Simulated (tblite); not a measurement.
# C5H14OSSi2: the cost of one run

Computed with tblite 0.8.0 and PySCF 2.14.0, with density-fitted response routines of our own, on a single molecule in the gas phase. Atoms count from 0, in the outputs and in this text.

### 1 Starting geometry

23 atoms, charge 0, multiplicity 1; geometry from: force field or distance geometry start.

Bonds of the start (Å): C0–C1 1.53, C1–C2 1.52, C1–O3 1.44, O3–C4 1.35, C4–C5 1.34, C5–Si6 1.83, Si6–S7 2.14, S7–Si8 2.13, C0–H9 1.10, C0–H10 1.09, C0–H11 1.11, C1–H12 1.08, C2–H13 1.09, C2–H14 1.11, C2–H15 1.08, C4–H16 1.09, C5–H17 1.08, Si6–H18 1.49, Si6–H19 1.48, Si8–H20 1.49, Si8–H21 1.48, Si8–H22 1.50.

### 2 Relaxing the molecule with GFN2-xTB

Job settings and geometry (Å):

```
{"job": {"kind": "relax", "xc": "GFN2-xTB", "basis": "xTB"}, "charge": 0, "multiplicity": 1}
C     -2.481700    -0.038300     1.370000
C     -1.900800     0.369500     0.014800
C     -1.565200     1.852800     0.010300
O     -0.692800    -0.390200    -0.154100
C     -0.306200    -0.573300    -1.437100
C      0.807600    -1.217400    -1.796000
Si     2.044900    -1.991300    -0.698800
S      3.762100    -0.720700    -0.575200
Si     2.929800     0.592700     0.876100
H     -2.708100    -1.110900     1.392300
H     -1.786900     0.155500     2.184400
H     -3.422100     0.504400     1.575600
H     -2.631900     0.121400    -0.747200
H     -0.821700     2.104200     0.764600
H     -2.474600     2.465300     0.190100
H     -1.154700     2.154200    -0.946500
H     -0.964300    -0.141700    -2.186500
H      1.054800    -1.318600    -2.845500
H      1.525700    -2.309100     0.663800
H      2.490600    -3.264200    -1.311500
H      1.824900     1.402100     0.282300
H      2.467600    -0.160100     2.067000
H      3.998300     1.540700     1.317300
```

Run with:

```sh
$ OMP_NUM_THREADS=1 python probes_run.py task.json out
```

This one command runs all jobs of the session in turn.

Q: Estimate the wall time of this first job on 1 thread of Arm Neoverse V1, shared host.

About 1.6 s.
